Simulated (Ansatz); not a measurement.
# Co4F: the cost of one run

Method: DFT PBE, scalar-relativistic, plane waves, PAW, in Ansatz 0.2.0.

### 1 The system as given

The structure is cubic, space group Pm-3m (No. 221). Conventional cell: a = 3.888 Å, b = 3.888 Å, c = 3.888 Å, α = 90.00°, β = 90.00°, γ = 90.00°. Around Co (site symmetry 4/mmm) lie 2 F at 1.94 Å. Co (site symmetry m-3m) has 12 Co at 2.75 Å as nearest neighbours. Around F (site symmetry m-3m) lie 6 Co at 1.94 Å.

Structure file:

```xyz
5
Lattice="3.8878 0.0000 0.0000 0.0000 3.8878 0.0000 0.0000 0.0000 3.8878" Properties=species:S:1:pos:R:3 pbc="T T T"
Co    1.9439    0.0000    0.0000
Co    0.0000    1.9439    0.0000
Co    0.0000    0.0000    1.9439
Co    1.9439    1.9439    1.9439
F     0.0000    0.0000    0.0000
```

The cell is invented: random cell by space group and Wyckoff sites (Pm-3m, No. 221). Its size is a rough estimate.

### 2 Probe: one point on a coarse mesh

Contents of input.yaml:

```yaml
crystal:
  lattice:
    - [3.88776798, 0.0, 0.0]
    - [0.0, 3.88776798, 0.0]
    - [0.0, 0.0, 3.88776798]
  atoms:
    - { symbol: Co, position: [0.5, 0.0, 0.0], spin: 3.0 }
    - { symbol: Co, position: [0.0, 0.5, 0.0], spin: 3.0 }
    - { symbol: Co, position: [0.0, 0.0, 0.5], spin: 3.0 }
    - { symbol: Co, position: [0.5, 0.5, 0.5], spin: 3.0 }
    - { symbol: F, position: [0.0, 0.0, 0.0] }
basis:
  ecutwfc: 420
kpoints:
  mp_grid: { grid: [4, 4, 4] }
hamiltonian:
  xc: pbe
scf:
  occupations: { method: gaussian, width: 0.1 }
  lower_state_search: "off"
output:
  forces: true
  stress: true
  eigenvalues: true
  populations: true
magnetization:
  spin_polarized: true
```

The run is started by

```sh
$ ansatz run input.yaml --threads 1 --pin off --max-ram 2560MiB --backend cpu --events-out ev --progress --plain --runs-dir out
```

What time and memory should one allow on 1 thread of Arm Neoverse N1, shared host?

About 17 s, with a peak of 0.33 GiB.
